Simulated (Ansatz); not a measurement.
# GeH4 + SiH2Cl radical: a complex and its separated parts

The complex below is one end of an elementary step. How strongly is it bound against its free parts?

Program: Ansatz 0.2.0, Gaussian basis. Level of theory: PBE0-D4/def2-TZVP structures, single points in def2-TZVPP, no counterpoise correction. These are calculated values, not measurements.

Levels: SPW92, PBE-D4, BLYP-D4, r2SCAN-D4, B97M-V, PBE0-D4, B3LYP-D4, r2SCAN0-D4, BHLYP-D4, CAM-B3LYP-D4, wB97X-V, wB97M-V, B2PLYP, PBE-QIDH, RPA on PBE, Hartree-Fock, MP2, CCSD, CCSD(T).

Correlated methods freeze the cores. Filled d shells of the heavier atoms are correlated. Orbitals are unrestricted. B3LYP uses VWN-RPA correlation. B2PLYP carries no dispersion term here.

94 further runs of the same task are left out: 94 set aside as unsound or not needed.

### Step 1. The system as given

The complex: 9 atoms, charge 0, spin multiplicity 2.

Atoms are counted from 1 here; the program's logs count them from 0.

Bond lengths: H1–Ge4 1.536 Å, Si2–Cl3 2.055 Å, Si2–H5 1.487 Å, Si2–H6 1.487 Å, Ge4–H7 1.534 Å, Ge4–H8 1.536 Å, Ge4–H9 1.534 Å. Angles: Cl3–Si2–H5 108.4°, Cl3–Si2–H6 108.4°, H5–Si2–H6 111.3°, H1–Ge4–H7 109.5°, H1–Ge4–H8 109.2°, H1–Ge4–H9 109.5°, H7–Ge4–H8 109.5°, H7–Ge4–H9 109.8°, H8–Ge4–H9 109.5°.

As a file:

```xyz
9
charge 0, multiplicity 2
H     0.94239    0.24501    1.06864
Si   -1.94860   -1.33379    0.32508
Cl   -1.45346   -0.43933   -1.45787
Ge    1.73215    1.07804    0.04815
H    -3.27018   -0.80914    0.76148
H    -1.99293   -2.80552    0.11471
H     2.14866    0.18554   -1.12735
H     2.98608    1.64927    0.72615
H     0.85591    2.22993   -0.45898
```

Its parts: GeH4 holds atoms 1, 4, 7, 8, 9; SiH2Cl radical holds atoms 2, 3, 5, 6. Each part counts its atoms afresh in its own runs.

### Step 2. Relaxing GeH4 alone

The input, relax-a/in.yaml:

```yaml
crystal:
  periodic: [false, false, false]
  atoms:
    - {symbol: H, position_ang: [0.942390, 0.245012, 1.068636]}
    - {symbol: Ge, position_ang: [1.732145, 1.078038, 0.048145]}
    - {symbol: H, position_ang: [2.148663, 0.185535, -1.127352]}
    - {symbol: H, position_ang: [2.986078, 1.649273, 0.726154]}
    - {symbol: H, position_ang: [0.855905, 2.229928, -0.458983]}
basis:
  gaussian: {orbitals: def2-TZVP}
hamiltonian: {xc: pbe0, dispersion: d4}
relax: {f_tol: 0.005, max_steps: 200}
```

Started as:

```
$ ansatz run in.yaml --threads 8 --pin off --events-out ev --progress --plain --max-ram 19148MiB
```

After this run come: Relaxing SiH2Cl radical alone; SPW92/def2-TZVPP; PBE-D4/def2-TZVPP; BLYP-D4/def2-TZVPP; r2SCAN-D4/def2-TZVPP; B97M-V/def2-TZVPP; PBE0-D4/def2-TZVPP; B3LYP-D4/def2-TZVPP; r2SCAN0-D4/def2-TZVPP; BHLYP-D4/def2-TZVPP; CAM-B3LYP-D4/def2-TZVPP; wB97X-V/def2-TZVPP; wB97M-V/def2-TZVPP; B2PLYP/def2-TZVPP; PBE-QIDH/def2-TZVPP; RPA on PBE/def2-TZVPP; CCSD(T)/def2-TZVPP; MP2/def2-QZVPP; Vibrations of GeH4; Vibrations of SiH2Cl radical.

Before running it: what results should come out? Wanted: complex less parts, CCSD(T)/def2-TZVPP; with zero-point energy; largest T1 diagnostic.

The runs gave:

| quantity | value |
| --- | --- |
| complex less parts, CCSD(T)/def2-TZVPP | -4.5 kJ/mol |
| with zero-point energy | -3.0 kJ/mol |
| largest T1 diagnostic | 0.013 |

In words: At CCSD(T) the complex lies 4.5 kJ/mol below its parts. r2SCAN-D4 is the best functional here (-0.7 kJ/mol from CCSD(T)); SPW92 is the worst (-5.2 kJ/mol). Mean unsigned error by rung: LDA 5.2, GGA 2.7, meta-GGA 1.2, hybrid 2.3, range-separated hybrid 1.3, double hybrid 2.7 kJ/mol. PBE-D4 gives a relative energy 3.0 kJ/mol too low, an error of 66 % of the reference. The complex's frequency run has imaginary modes: the structure is no minimum, so both the energy and the zero-point correction are in doubt. No counterpoise was applied, and triple zeta lacks some correlation, so the CCSD(T) reference has a basis error of its own, and close matches with it are partly luck.
